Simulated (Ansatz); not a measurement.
Write the native input for Ansatz 0.2.0 that does the following.

```
Task                : single point
Functional          : PBEsol
Potentials or basis : Ansatz PAW
Cutoff              : 420 eV (not typed: the program's choice for these potentials)
k mesh              : 12 × 12 × 12
Occupations         : fermi-dirac, width 0.05 eV
Spin                : collinear spin, ferromagnetic start
Starting moments    : [0.0, 2.0, 2.0, 2.0, 2.0] μB
```

Co4Ge:

```
CELL_PARAMETERS angstrom
1.31250 0.75777 9.86265
-1.31250 0.75777 9.86265
0.00000 -1.51554 9.86265
ATOMIC_POSITIONS crystal
Ge 0.00000 0.00000 0.00000
Co 0.59884 0.59884 0.59884
Co 0.20032 0.20032 0.20032
Co 0.79968 0.79968 0.79968
Co 0.40116 0.40116 0.40116
```

The cell comes from a database or a generator and needn't be the stable form of this composition.

These files were run (other wordings do the same):

input.yaml

```yaml
crystal:
  lattice:
    - [1.3124950637, 0.7577693783, 9.8626483117]
    - [-1.3124950637, 0.7577693783, 9.8626483117]
    - [0.0, -1.5155387567, 9.8626483117]
  atoms:
    - { symbol: Ge, position: [0.0, 0.0, 0.0] }
    - { symbol: Co, position: [0.59884, 0.59884, 0.59884], spin: 2.0 }
    - { symbol: Co, position: [0.20032, 0.20032, 0.20032], spin: 2.0 }
    - { symbol: Co, position: [0.79968, 0.79968, 0.79968], spin: 2.0 }
    - { symbol: Co, position: [0.40116, 0.40116, 0.40116], spin: 2.0 }
hamiltonian:
  xc: pbesol
  pseudopotentials: { kind: paw }
magnetization:
  spin_polarized: true
kpoints:
  mp_grid: { grid: [12, 12, 12] }
scf:
  occupations: { method: fermi_dirac, width: 0.05 }
output:
  forces: true
  stress: true
  eigenvalues: true
```

Potentials or basis: Ansatz PAW.

Run with:

```bash
$ ansatz run input.yaml --threads 2 --pin off --max-ram 5632MiB --backend cpu --events-out ev --progress --plain --runs-dir out
```

Results of the run:

```json
{"Pressure": "-8.6 GPa", "Largest force": "0.053 eV/Å", "Band gap on the k mesh": "none (metal or under the smearing width)", "Net moment": "5.90 μB per cell", "Absolute moment": "6.55 μB per cell", "Site moments": "Ge -0.03; Co +1.32, +1.78 μB"}
```

Caveat: the PAW data sets come from PBE, with cores solved anew for the run's functional, which leaves a small shift of forces and pressure.

Wall time 71 s on 2 threads of Intel(R) Xeon(R) Platinum 8488C (Sapphire Rapids), on a shared host, peak memory 1.1 GiB.
